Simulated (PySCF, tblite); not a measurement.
# CHCl₃W: geometry, vibrations, single-point energies

What do calculations give for the geometry, vibrations, single-point energies of CHCl₃W (`[CH]#[W]([Cl])([Cl])[Cl]`)?

Computed with tblite 0.8.0 and PySCF 2.14.0 and routines of our own; the level stands in each step. Atoms count from 0.

3 further runs of the same task are left out: 3 for a known fault of the program.

## 1. The starting structure

6 atoms, charge 0, multiplicity 1; geometry from: start built from the parent or by distance geometry.

## 2. Relaxing the molecule with GFN2-xTB

What the job is given:

```
{"job": {"kind": "relax", "xc": "GFN2-xTB", "basis": "xTB"}, "charge": 0, "multiplicity": 1}
W      0.010700    -0.009500    -0.495700
C      0.007200     0.016900     1.341600
H      0.051000     0.008600     2.443500
Cl     2.115700     0.012400    -1.154600
Cl    -1.089800     1.833900    -1.091300
Cl    -1.088600    -1.858300    -1.086700
```

Run with:

```console
$ OMP_NUM_THREADS=1 python redox_run.py task.json out
```

This one command runs all jobs of the session in turn.

Output:

```text
step      E/eV     max force
  0    -511.80253    1.645
  1    -511.81375    1.040
  2    -511.82253    0.193
  3    -511.82332    0.103
  4    -511.82394    0.082
  5    -511.82426    0.070
  6    -511.82465    0.060
  7    -511.82486    0.050
  8    -511.82496    0.029
  9    -511.82499    0.012
 10    -511.82499    0.007
```

Run time: 0.06 s. Hardware: 1 thread of Arm Neoverse V2, shared host.

The steps of the relaxation:

```tsv
step	energy from step 0 (eV)	largest force (eV/Å)
0	0.0000	1.6449
1	-0.0112	1.0398
2	-0.0200	0.1931
3	-0.0208	0.1030
4	-0.0214	0.0817
5	-0.0217	0.0700
6	-0.0221	0.0601
7	-0.0223	0.0501
8	-0.0224	0.0293
9	-0.0225	0.0117
10	-0.0225	0.0068
```

Distances of close pairs at the start and the end, largest changes first:

```tsv
bond	before (Å)	after (Å)	change (Å)
C1–H2	1.103	1.076	-0.027
W0–C1	1.837	1.855	+0.018
W0–Cl3	2.206	2.220	+0.014
W0–Cl5	2.231	2.220	-0.010
W0–Cl4	2.228	2.220	-0.008
```

The end geometry stands in the next job.

## 3. Vibrational analysis with GFN2-xTB

What the job is given:

```
{"job": {"kind": "ir", "xc": "GFN2-xTB", "basis": "xTB"}, "charge": 0, "multiplicity": 1}
W     -0.005962    -0.003914    -0.498485
C      0.026573     0.004278     1.356254
H      0.042523     0.013189     2.431905
Cl     2.115482     0.007981    -1.152131
Cl    -1.091413     1.838507    -1.095758
Cl    -1.080958    -1.856049    -1.084944
```

Output:

```text
mode    cm-1     km/mol
  1      94.8      0.01
  2      95.2      0.02
  3     118.8      0.09
  4     157.1     13.31
  5     157.3     13.33
  6     315.6      5.30
  7     326.7     49.91
  8     326.9     50.17
  9     635.1     35.39
 10     635.6     35.84
 11    1016.0      9.32
 12    3111.3     44.26
ZPE 41.812  H(298)-E 64.707  G(298)-E -46.711 kJ/mol  S 373.70 J/(mol K)
```

Run time: 0.2 s. Hardware: 1 thread of Arm Neoverse V2, shared host.

The strongest bands and the atoms that carry them (share of the mass-weighted mode):

```tsv
cm⁻¹	km/mol	atoms
157	13.3	C1 64 %, H2 12 %
157	13.3	C1 64 %, H2 12 %
327	49.9	Cl5 42 %, Cl4 39 %, W0 17 %
327	50.2	Cl3 54 %, W0 17 %, Cl4 16 %, Cl5 11 %
635	35.4	H2 83 %, C1 16 %
636	35.8	H2 83 %, C1 16 %
1016	9.3	C1 85 %
3111	44.3	H2 91 %
```

## 4. Relaxing the molecule at PBE0-D3(BJ)/def2-SVP

The job, as its differences from that of step 3:

```diff
@@ -1,2 +1,2 @@
-{"job": {"kind": "ir", "xc": "GFN2-xTB", "basis": "xTB"}, "charge": 0, "multiplicity": 1}
+{"job": {"xc": "PBE0", "basis": "def2-SVP", "d3": "d3bj", "grid": 1, "kind": "geom"}, "charge": 0, "multiplicity": 1}
 W     -0.005962    -0.003914    -0.498485
```

Output:

```text
step   0  E = -1485.53417328  max force = 0.105317
step   1  E = -1485.54443490  max force = 0.031324
step   2  E = -1485.54769472  max force = 0.041960
step   3  E = -1485.54870834  max force = 0.016767
step   4  E = -1485.54912972  max force = 0.001839
step   5  E = -1485.54914660  max force = 0.000596
step   6  E = -1485.54915643  max force = 0.000931
step   7  E = -1485.54915875  max force = 0.000359
optimisation converged
```

Run time: 40 s. Hardware: 1 thread of Arm Neoverse V2, shared host; peak memory 0.43 GiB.

Step by step:

```tsv
step	energy from step 0 (eV)	largest force component (eV/Å)
0	0.0000	5.4156
1	-0.2792	1.6107
2	-0.3679	2.1577
3	-0.3955	0.8622
4	-0.4070	0.0946
5	-0.4074	0.0306
6	-0.4077	0.0479
7	-0.4078	0.0185
```

Close pairs (by a distance rule), those that changed most:

```tsv
bond	before (Å)	after (Å)	change (Å)
W0–C1	1.855	1.733	-0.122
W0–Cl3	2.220	2.269	+0.049
W0–Cl4	2.220	2.268	+0.047
W0–Cl5	2.220	2.268	+0.047
C1–H2	1.076	1.093	+0.017
```

The end geometry stands in the next job.

```tsv
at the end point	value
point group (found at 0.08 Å tolerance)	C3v
rotational constants (GHz, main isotopes)	1.560, 1.545, 0.992
dipole moment (D)	0.55
```

## 5. Single point (CHCl₃W): PBE0-D3(BJ)/ma-def2-SVP

Geometry: PBE0-D3(BJ)/def2-SVP.

What the job is given:

```
{"job": {"kind": "sp", "xc": "PBE0", "basis": "ma-def2-SVP", "d3": "d3bj", "grid": 2}, "charge": 0, "multiplicity": 1}
W     -0.058242     0.000629    -0.494336
C      0.160964     0.001029     1.224555
H      0.302422     0.000396     2.308109
Cl     2.059319     0.000713    -1.309841
Cl    -1.228313     1.903007    -0.886239
Cl    -1.228823    -1.901600    -0.885517
```

Output:

```text
coarse grid: 35536 points
cycle   1  E = -1485.4680780865  dE = -1.233e+01  |g| = 6.224e-01  |ddm| = 7.982e+00
cycle   2  E = -1485.1061266415  dE =  3.620e-01  |g| = 1.356e+00  |ddm| = 2.072e+00
cycle   3  E = -1485.4966168514  dE = -3.905e-01  |g| = 4.891e-01  |ddm| = 1.687e+00
cycle   4  E = -1485.5572944711  dE = -6.068e-02  |g| = 7.019e-02  |ddm| = 6.197e-01
cycle   5  E = -1485.5579438096  dE = -6.493e-04  |g| = 5.105e-02  |ddm| = 2.299e-01
cycle   6  E = -1485.5586780189  dE = -7.342e-04  |g| = 4.750e-03  |ddm| = 8.346e-02
cycle   7  E = -1485.5586839546  dE = -5.936e-06  |g| = 8.416e-04  |ddm| = 8.645e-03
final grid: 67408 points
cycle   8  E = -1485.5584815670  dE =  1.009e-07  |g| = 1.087e-03  |ddm| = 5.321e-03
cycle   9  E = -1485.5584808344  dE =  7.326e-07  |g| = 1.908e-03  |ddm| = 4.971e-03
cycle  10  E = -1485.5584819399  dE = -1.106e-06  |g| = 1.717e-04  |ddm| = 3.177e-03
cycle  11  E = -1485.5584819470  dE = -7.052e-09  |g| = 1.145e-05  |ddm| = 5.884e-04
converged SCF energy = -1485.5584819470
```

It took 6.8 s on 1 thread of Arm Neoverse V2, shared host; peak memory 0.55 GiB.

Orbitals, density, ELF and potential are computed afterwards from the orbital file.

Frontier orbitals at PBE0/ma-def2-SVP, with the share of their density that lies nearest to each atom:

```tsv
orbital	energy (eV)	lies on
HOMO	-8.00	C1 41 %; W0 22 %; Cl3 22 %
LUMO	-3.22	W0 60 %; Cl4, Cl5 about 13 % each; Cl3 8 %
```

ELF in a plane through or near 4 of the atoms.

Ten even steps from ' ' (0.00) to '@' (1.00):
```
                                                        
                                                        
                                                        
                                                        
                                                        
                                                        
                  ::----::                              
            ......--++**==..                            
        ::%%@@@@%%****%%##--++**++::..                  
      ..##@@@@@@@@++::****++%%++##++::                  
        **@@@@@@@@==::++**++##--%%++::                  
        ::%%@@%%%%****%%##--==++==::....                
              ....--====::::--**######++==::            
                        ..==##**::--%%%%##==..          
                        --##%%..##==**%%##++::          
                      ..==##%%%%==**%%##**--..          
                        ::++**######**==--..            
                          ::--====----..                
                                                        
                                                        
```
The map spans 9.9 Å across and 9.6 Å up, centred on the molecule. Atoms in the plane (x, y in Å): W0 (0.5, 0.0), C1 (-1.2, 0.0), H2 (-2.3, 0.0), Cl3 (1.0, -2.2).

log10 of the density (e/Å³) in the same plane.

Values, 10 rows by 14 columns:
```
-4.0 -4.0 -4.0 -4.0 -4.0 -4.0 -4.0 -4.0 -3.9 -3.9 -4.0 -4.0 -4.0 -4.0
-4.0 -4.0 -4.0 -4.0 -4.0 -4.0 -4.0 -3.9 -3.9 -3.9 -4.0 -4.0 -4.0 -4.0
-4.0 -4.0 -4.0 -4.0 -3.6 -3.1 -2.9 -2.6 -2.5 -2.7 -3.2 -3.8 -4.0 -4.0
-4.0 -4.0 -3.5 -2.7 -2.1 -1.7 -1.5 -1.5 -1.3 -1.5 -2.2 -3.1 -4.0 -4.0
-4.0 -3.5 -2.3 -1.1 -0.5 -0.2 -0.2  0.2  0.1 -0.8 -1.7 -2.7 -3.6 -4.0
-4.0 -3.3 -1.9 -0.6  0.1  0.6  0.2  0.7  0.8 -0.5 -1.7 -2.7 -3.6 -3.8
-4.0 -3.9 -3.0 -2.1 -1.5 -1.1 -0.9 -0.4  0.0 -0.3 -1.2 -2.3 -3.5 -3.6
-4.0 -4.0 -4.0 -3.6 -3.0 -2.3 -1.3 -0.1  1.8  0.3 -0.8 -2.0 -3.2 -3.2
-4.0 -4.0 -4.0 -4.0 -4.0 -3.2 -1.9 -1.0 -0.6 -0.8 -1.5 -2.7 -3.5 -3.4
-4.0 -4.0 -4.0 -4.0 -4.0 -4.0 -3.4 -2.7 -2.4 -2.6 -3.3 -4.0 -4.0 -4.0
```
The map spans 9.9 Å across and 9.6 Å up, centred on the molecule. Atoms in the plane (x, y in Å): W0 (0.5, 0.0), C1 (-1.2, 0.0), H2 (-2.3, 0.0), Cl3 (1.0, -2.2).

On the surface of density 0.002 e/bohr³ the electrostatic potential runs, from the 1st to the 99th percentile, from -0.30 V near Cl3 to 2.09 V near W0.

## 6. Single point (CHCl₃W+ (doublet)): PBE0-D3(BJ)/ma-def2-SVP

Geometry: PBE0-D3(BJ)/def2-SVP, that of another charge or spin state.

What the job is given:

```
{"job": {"kind": "sp", "xc": "PBE0", "basis": "ma-def2-SVP", "d3": "d3bj", "grid": 2}, "charge": 1, "multiplicity": 2}
W     -0.058242     0.000629    -0.494336
C      0.160964     0.001029     1.224555
H      0.302422     0.000396     2.308109
Cl     2.059319     0.000713    -1.309841
Cl    -1.228313     1.903007    -0.886239
Cl    -1.228823    -1.901600    -0.885517
```

Output:

```text
final grid: 67408 points
cycle   1  E = -1485.0272244106  dE =  1.291e-01  |g| = 5.394e-01  |ddm| = 1.248e+00
cycle   2  E = -1484.6143472234  dE =  4.129e-01  |g| = 9.669e-01  |ddm| = 2.267e+00
cycle   3  E = -1485.1865079127  dE = -5.722e-01  |g| = 1.236e-01  |ddm| = 1.605e+00
cycle   4  E = -1485.1868967822  dE = -3.889e-04  |g| = 1.319e-01  |ddm| = 3.086e-01
cycle   5  E = -1485.1952429811  dE = -8.346e-03  |g| = 4.357e-02  |ddm| = 1.518e-01
cycle   6  E = -1485.1963140239  dE = -1.071e-03  |g| = 8.669e-03  |ddm| = 6.200e-02
cycle   7  E = -1485.1963757336  dE = -6.171e-05  |g| = 3.004e-03  |ddm| = 1.621e-02
cycle   8  E = -1485.1963943304  dE = -1.860e-05  |g| = 1.393e-03  |ddm| = 1.037e-02
cycle   9  E = -1485.1963998432  dE = -5.513e-06  |g| = 6.139e-04  |ddm| = 6.827e-03
cycle  10  E = -1485.1964009928  dE = -1.150e-06  |g| = 5.090e-04  |ddm| = 3.012e-03
cycle  11  E = -1485.1964012749  dE = -2.821e-07  |g| = 3.882e-04  |ddm| = 1.476e-03
cycle  12  E = -1485.1964017185  dE = -4.436e-07  |g| = 1.396e-04  |ddm| = 2.300e-03
cycle  13  E = -1485.1964017704  dE = -5.193e-08  |g| = 5.480e-05  |ddm| = 7.472e-04
cycle  14  E = -1485.1964017748  dE = -4.416e-09  |g| = 3.149e-05  |ddm| = 2.121e-04
converged SCF energy = -1485.1964017748
```

It took 55 s on 1 thread of Arm Neoverse V2, shared host; peak memory 0.56 GiB.

## 7. Optimising the geometry with GFN2-xTB

This step treats CHCl₃W+ (doublet).

What the job is given:

```
{"job": {"kind": "relax", "xc": "GFN2-xTB", "basis": "xTB"}, "charge": 1, "multiplicity": 2}
W     -0.042000    -0.005500    -0.499600
C      0.150200     0.009700     1.201500
H      0.319900    -0.007200     2.311300
Cl     2.056800     0.015300    -1.330400
Cl    -1.231500     1.899200    -0.874900
Cl    -1.239800    -1.903300    -0.894300
```

Output:

```text
step      E/eV     max force
  0    -497.71471   13.656
  1    -497.72315   12.833
  2    -498.71589    3.202
  3    -498.88935    0.930
  4    -498.94375    1.448
  5    -499.00364    1.367
  6    -499.05825    0.856
  7    -499.07297    0.718
  8    -499.12882    0.781
  9    -499.14519    0.602
 10    -499.15308    0.201
 11    -499.15429    0.069
 12    -499.15445    0.044
 13    -499.15450    0.037
 14    -499.15463    0.040
 15    -499.15469    0.031
 16    -499.15471    0.010
```

Run time: 0.11 s. Hardware: 1 thread of Arm Neoverse V2, shared host.

Relaxation path:

```tsv
step	energy from step 0 (eV)	largest force (eV/Å)
0	0.0000	13.6560
1	-0.0084	12.8330
2	-1.0012	3.2018
3	-1.1746	0.9297
4	-1.2290	1.4479
5	-1.2889	1.3672
6	-1.3435	0.8556
7	-1.3583	0.7175
8	-1.4141	0.7808
9	-1.4305	0.6016
10	-1.4384	0.2007
11	-1.4396	0.0691
12	-1.4397	0.0439
13	-1.4398	0.0375
14	-1.4399	0.0402
15	-1.4400	0.0312
16	-1.4400	0.0100
```

Close pairs (by a distance rule), those that changed most:

```tsv
bond	before (Å)	after (Å)	change (Å)
W0–C1	1.712	1.904	+0.192
W0–Cl5	2.279	2.144	-0.134
W0–Cl4	2.277	2.144	-0.133
W0–Cl3	2.257	2.144	-0.113
C1–H2	1.123	1.084	-0.039
```

The end geometry stands in the next job.

## 8. Vibrational analysis with GFN2-xTB

What the job is given:

```
{"job": {"kind": "ir", "xc": "GFN2-xTB", "basis": "xTB"}, "charge": 1, "multiplicity": 2}
W     -0.059753     0.002218    -0.478253
C      0.193630    -0.002668     1.408958
H      0.338487    -0.005445     2.483314
Cl     1.859201     0.009106    -1.435468
Cl    -1.161194     1.758085    -1.027443
Cl    -1.156799    -1.753142    -1.037525
```

Output:

```text
mode    cm-1     km/mol
  1     101.6      1.91
  2     101.9      1.85
  3     134.4      1.12
  4     166.3      0.99
  5     166.8      0.89
  6     371.1      3.67
  7     378.5     59.19
  8     378.6     58.95
  9     615.8     40.00
 10     616.2     39.52
 11     900.3      1.71
 12    3048.1     19.78
ZPE 41.747  H(298)-E 64.056  G(298)-E -47.505 kJ/mol  S 374.18 J/(mol K)
```

Wall time 0.21 s (1 thread of Arm Neoverse V2, shared host).

Which atoms move in the most intense modes:

```tsv
cm⁻¹	km/mol	atoms
102	1.9	Cl3 50 %, Cl5 26 %, W0 14 %, Cl4 10 %
102	1.9	Cl4 47 %, Cl5 31 %, W0 14 %
371	3.7	Cl3 34 %, Cl5 31 %, Cl4 30 %
378	59.2	Cl4 43 %, Cl3 39 %, W0 17 %
379	59.0	Cl5 56 %, W0 17 %, Cl3 14 %, Cl4 13 %
616	40.0	H2 82 %, C1 17 %
616	39.5	H2 82 %, C1 17 %
3048	19.8	H2 91 %
```

## 9. Optimising the geometry at PBE0-D3(BJ)/def2-SVP

This step treats CHCl₃W+ (doublet).

The job, as its differences from that of step 8:

```diff
@@ -1,2 +1,2 @@
-{"job": {"kind": "ir", "xc": "GFN2-xTB", "basis": "xTB"}, "charge": 1, "multiplicity": 2}
+{"job": {"xc": "PBE0", "basis": "def2-SVP", "d3": "d3bj", "grid": 1, "kind": "geom"}, "charge": 1, "multiplicity": 2}
 W     -0.059753     0.002218    -0.478253
```

Output:

```text
step   0  E = -1485.18576949  max force = 0.064083
step   1  E = -1485.19780642  max force = 0.017173
step   2  E = -1485.19930355  max force = 0.024719
step   3  E = -1485.20011760  max force = 0.005455
step   4  E = -1485.20029118  max force = 0.001329
step   5  E = -1485.20031670  max force = 0.000225
step   6  E = -1485.20032346  max force = 0.000213
optimisation converged
```

It took 98 s on 1 thread of Arm Neoverse V2, shared host; peak memory 0.51 GiB.

The steps of the relaxation:

```tsv
step	energy from step 0 (eV)	largest force component (eV/Å)
0	0.0000	3.2953
1	-0.3275	0.8831
2	-0.3683	1.2711
3	-0.3904	0.2805
4	-0.3952	0.0683
5	-0.3958	0.0116
6	-0.3960	0.0110
```

Distances of close pairs at the start and the end, largest changes first:

```tsv
bond	before (Å)	after (Å)	change (Å)
W0–C1	1.904	1.811	-0.093
W0–Cl4	2.144	2.218	+0.074
W0–Cl5	2.144	2.212	+0.068
W0–Cl3	2.144	2.202	+0.057
C1–H2	1.084	1.099	+0.015
```

The final coordinates are the input of the step that follows.

```tsv
at the end point	value
rotational constants (GHz, main isotopes)	1.691, 1.533, 1.037
⟨S²⟩	0.760
```

## 10. Single point (CHCl3W): PBE0-D3(BJ)/ma-def2-SVP

Geometry: PBE0-D3(BJ)/def2-SVP, that of another charge or spin state.

What the job is given:

```
{"job": {"kind": "sp", "xc": "PBE0", "basis": "ma-def2-SVP", "d3": "d3bj", "grid": 2}, "charge": 0, "multiplicity": 1}
W     -0.033991    -0.013152    -0.554944
C      0.193958    -0.014978     1.241624
H      0.316291    -0.001327     2.333306
Cl     2.049924     0.039543    -1.263717
Cl    -1.237625     1.809044    -0.942090
Cl    -1.274981    -1.810941    -0.900783
```

Output:

```text
coarse grid: 35536 points
cycle   1  E = -1485.4677072596  dE = -1.229e+01  |g| = 5.775e-01  |ddm| = 7.989e+00
cycle   2  E = -1485.1651357803  dE =  3.026e-01  |g| = 1.228e+00  |ddm| = 2.020e+00
cycle   3  E = -1485.4656972423  dE = -3.006e-01  |g| = 5.631e-01  |ddm| = 1.647e+00
cycle   4  E = -1485.5468417484  dE = -8.114e-02  |g| = 7.476e-02  |ddm| = 6.333e-01
cycle   5  E = -1485.5477070208  dE = -8.653e-04  |g| = 5.049e-02  |ddm| = 2.230e-01
cycle   6  E = -1485.5484024090  dE = -6.954e-04  |g| = 5.920e-03  |ddm| = 7.743e-02
cycle   7  E = -1485.5484120448  dE = -9.636e-06  |g| = 9.559e-04  |ddm| = 1.043e-02
final grid: 67408 points
cycle   8  E = -1485.5482497265  dE =  1.566e-07  |g| = 1.294e-03  |ddm| = 6.179e-03
cycle   9  E = -1485.5482486241  dE =  1.102e-06  |g| = 2.415e-03  |ddm| = 5.763e-03
cycle  10  E = -1485.5482500612  dE = -1.437e-06  |g| = 8.184e-04  |ddm| = 3.646e-03
cycle  11  E = -1485.5482502212  dE = -1.600e-07  |g| = 1.846e-04  |ddm| = 7.982e-04
cycle  12  E = -1485.5482502294  dE = -8.267e-09  |g| = 2.181e-05  |ddm| = 3.689e-04
converged SCF energy = -1485.5482502294
```

It took 3.7 s on 1 thread of Arm Neoverse V2, shared host; peak memory 0.55 GiB.

## 11. Single point (CHCl₃W+ (doublet)): PBE0-D3(BJ)/ma-def2-SVP

Geometry: PBE0-D3(BJ)/def2-SVP.

What the job is given:

```
{"job": {"kind": "sp", "xc": "PBE0", "basis": "ma-def2-SVP", "d3": "d3bj", "grid": 2}, "charge": 1, "multiplicity": 2}
W     -0.033991    -0.013152    -0.554944
C      0.193958    -0.014978     1.241624
H      0.316291    -0.001327     2.333306
Cl     2.049924     0.039543    -1.263717
Cl    -1.237625     1.809044    -0.942090
Cl    -1.274981    -1.810941    -0.900783
```

Output:

```text
final grid: 67408 points
cycle   1  E = -1485.2067020278  dE =  2.772e-09  |g| = 1.008e-04  |ddm| = 2.216e-04
cycle   2  E = -1485.2067019963  dE =  3.144e-08  |g| = 2.668e-04  |ddm| = 4.241e-04
cycle   3  E = -1485.2067020339  dE = -3.757e-08  |g| = 5.377e-05  |ddm| = 2.888e-04
cycle   4  E = -1485.2067020358  dE = -1.869e-09  |g| = 9.850e-06  |ddm| = 7.026e-05
converged SCF energy = -1485.2067020358
```

Wall time 80 s (1 thread of Arm Neoverse V2, shared host); peak memory 0.57 GiB.

## 12. Outcome

```
                                 quantity                 value
strongest single infrared mode (GFN2-xTB)   327 cm⁻¹, 50 km/mol
             zero-point energy (GFN2-xTB)         10.0 kcal/mol
                              point group                   C3v
     rotational constants (main isotopes)  1.56, 1.55, 0.99 GHz
    surface potential, 1st and 99th percentile    -0.30 V and 2.09 V
```

What this shows: All 12 modes are real, so the xTB geometry is a minimum. Unscaled tight-binding wavenumbers are off by several per cent, some by more. Its intensities can rank the bands wrongly. Over 7 steps the energy fell by 0.408 eV; of the close pairs, W0–C1 changed most, 1.855 to 1.733 Å (PBE0/def2-SVP). Steps that list no spin-orbit terms leave them out, which matters at and beside the heavy atoms.
